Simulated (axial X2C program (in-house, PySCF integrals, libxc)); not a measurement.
# AsN: from the state search to constants

Aim: find the lowest determinant of AsN, scan the bond at several levels and fit the constants, once spin-free and once with spin–orbit coupling.

The runs use an in-house X2C program for linear molecules on PySCF integrals; all-electron X2C, As dyall-cv3z, N dyall-av3z.

All values are calculated.

### 1 The job

task.json

```json
{"zs": [33, 7], "q": 0, "bas": ["dyall-cv3z", "dyall-av3z"], "levels": ["PBE0", "HF", "TPSS"], "cc": true, "r0": 1.74, "thr": -2.0, "nmax": 90, "npts": 10, "nst": 2, "ntry": 6}
```

Keys: zs atomic numbers; q charge; bas basis sets; levels methods (HF also brings MP2); cc coupled cluster on or off; r0 starting distance in Å; thr threshold in hartree for freezing inner shells (an s shell follows its p shell); nmax most natural virtual spinors; npts points asked for on the curve; nst determinants followed; ntry starts of the search.

Command:

```sh
> python so2c.py task.json out
```

Spin-free means the one-electron spin-free X2C Hamiltonian; two-component (2c) means X2C with spin–orbit coupling and atomic mean-field two-electron Coulomb and Gaunt terms. Basis: As dyall-cv3z contracted to [9s9p6d4f1g], N dyall-av3z contracted to [7s7p3d2f]; Gaussian nuclei, density fitting. Masses: As 74.922 u, N 14.003 u.

Notation: σ, π±, δ± give the projection m of an orbital's angular momentum (0, ±1, ±2), α and β its spin, Λ and M_S the sums; ω is the projection of a spinor's total angular momentum and Ω the sum. Logs are in hartree.

Further steps of the session: PBE0, spin-free; HF, spin-free; TPSS, spin-free; Correlated methods, spin-free; PBE0, 2c; HF, 2c; TPSS, 2c; MP2 and beyond, 2c.

Before running it: what results should come out? Wanted: for each run, Hamiltonian; Re; ωe; De; μ.

The runs gave:

Lowest determinant that the search found at its distance, spin-free: M_S = 0, Λ = 0 (closed shell).

Lowest determinant that the search found at its distance, 2c: Ω = 0 (closed shell).

| Hamiltonian | level | Re (Å) | ωe (cm⁻¹) | De (eV) | μ (D) |
| --- | --- | --- | --- | --- | --- |
| spin-free | PBE0 | 1.597 | 1165 | 4.61 | -3.12 |
| spin-free | HF | 1.565 | 1307 | 0.092 | -3.55 |
| spin-free | MP2 | 1.668 | 881 | 5.36 | n/a |
| spin-free | CCSD | 1.613 | 1119 | 4.17 | n/a |
| spin-free | CCSD(T) | 1.630 | 1058 | 4.68 | n/a |
| spin-free | TPSS | 1.617 | 1095 | 5.09 | -2.90 |
| 2c | PBE0 | 1.598 | 1164 | 4.60 | -3.13 |
| 2c | CCSD | 1.614 | 1110 | 4.16 | n/a |
| 2c | CCSD(T) | 1.629 | 1074 | 4.67 | n/a |
| 2c | TPSS | 1.617 | 1095 | 5.08 | -2.90 |

Dipoles are positive if N is the positive end. No constants: 2c HF (the points don't follow one smooth fit); 2c MP2 (the points don't follow one smooth fit).

What this shows: At CCSD(T), going from spin-free to two-component changes Re by 0 mÅ, ωe by +1.5 %; the spin-free picture holds up (part of it comes from the scalar share of the two-electron terms). De moves by -0.01 eV; both De rest on single-determinant atoms, which can miss part of an open shell's spin–orbit lowering.

De refers to As + N, each in the lowest determinant found, which need not be this curve's own limit. The state is a single determinant with fixed occupations, the lowest that a limited PBE0 search found. The closed shell is kept restricted; where the fragments are open shells, the energy then runs too high at long range. Dissociation energies refer to the lowest single-determinant-based atoms at the same level and basis. Coupled cluster ran in a truncated set of natural virtual spinors; the MP2 energy of the rest was added. The meta-GGAs lack a current-density term, which matters for open shells with orbital currents, atoms included. T1 at Re is 0.026 (Lee–Taylor), above the customary mark of 0.02.
